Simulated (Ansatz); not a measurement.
# F₂H₅NOSi₂: how energies converge with the basis set

The task here is to estimate one member of a computed series from the others.

Method: one geometry, several basis sets; program: Ansatz 0.2.0, Gaussian basis.

Plan: PBE0-D4/def2-SVP; ωB97M-V/def2-SVP; PBE0-D4/def2-QZVPP; ωB97M-V/def2-QZVPP; the functionals' def2-TZVPP values are taken from earlier runs.

## Structure used throughout

All runs share one geometry, relaxed beforehand with PBE0-D4 in a triple-zeta def2 set.

SMILES `O[SiH2]N[SiH](F)F`, 11 atoms, charge 0, spin multiplicity 1.

Atoms are counted from 1 here; the program's logs count them from 0.

Bond lengths: O1–Si2 1.641 Å, O1–H7 0.958 Å, Si2–N3 1.730 Å, Si2–H8 1.477 Å, Si2–H9 1.484 Å, N3–Si4 1.694 Å, N3–H10 1.013 Å, Si4–F5 1.588 Å, Si4–F6 1.587 Å, Si4–H11 1.469 Å. Angles: Si2–O1–H7 118.2°, O1–Si2–N3 113.3°, O1–Si2–H8 103.8°, O1–Si2–H9 112.1°, N3–Si2–H8 110.5°, N3–Si2–H9 105.0°, H8–Si2–H9 112.5°, Si2–N3–Si4 128.9°, Si2–N3–H10 115.3°, Si4–N3–H10 115.9°, N3–Si4–F5 110.6°, N3–Si4–F6 111.7°, N3–Si4–H11 110.8°, F5–Si4–F6 104.4°, F5–Si4–H11 109.7°, F6–Si4–H11 109.4°.

Set-up of the first run:

in.yaml reads:

```yaml
crystal:
  periodic: [false, false, false]
  atoms:
    - {symbol: O, position_ang: [-0.870482, -2.359448, 0.183106]}
    - {symbol: Si, position_ang: [-0.732687, -0.857576, 0.828836]}
    - {symbol: N, position_ang: [0.639915, 0.015872, 0.241113]}
    - {symbol: Si, position_ang: [0.681059, 1.418697, -0.707298]}
    - {symbol: F, position_ang: [1.589935, 1.199704, -1.991420]}
    - {symbol: F, position_ang: [1.367404, 2.625647, 0.061272]}
    - {symbol: H, position_ang: [-0.973971, -2.436689, -0.766520]}
    - {symbol: H, position_ang: [-0.602598, -1.109005, 2.278720]}
    - {symbol: H, position_ang: [-1.900944, -0.001536, 0.503980]}
    - {symbol: H, position_ang: [1.540601, -0.363120, 0.509019]}
    - {symbol: H, position_ang: [-0.672731, 1.810254, -1.120307]}
basis:
  gaussian: {orbitals: def2-SVP}
hamiltonian: {xc: pbe0, dispersion: d4}
output: {orbitals: {seedname: orbitals}}
```

The run is started by

```
$ ansatz run in.yaml --threads 4 --pin off --events-out ev --progress --plain --max-ram 10444MiB
```

Steps of the session up to this table: PBE0-D4 in def2-SVP; ωB97M-V in def2-SVP; PBE0-D4 in def2-QZVPP; ωB97M-V in def2-QZVPP.

One table of the session follows, with a row left open; its other results are not shown here.

It belongs to the step «Density functionals: the series». 

```
functional       basis  HOMO (eV)  LUMO (eV)
   PBE0-D4    def2-SVP      -8.50       1.03
   PBE0-D4  def2-TZVPP      -8.64       0.27
   PBE0-D4  def2-QZVPP      -8.67      -0.04
   ωB97M-V    def2-SVP     -10.84       2.77
   ωB97M-V  def2-TZVPP     -11.00       1.77
   ωB97M-V  def2-QZVPP          ?          ?
```

**Question.** Estimate the row for ωB97M-V, def2-QZVPP.

**Answer.** HOMO (eV): -11.04; LUMO (eV): 1.23. In the column «HOMO (eV)» it is the lowest.
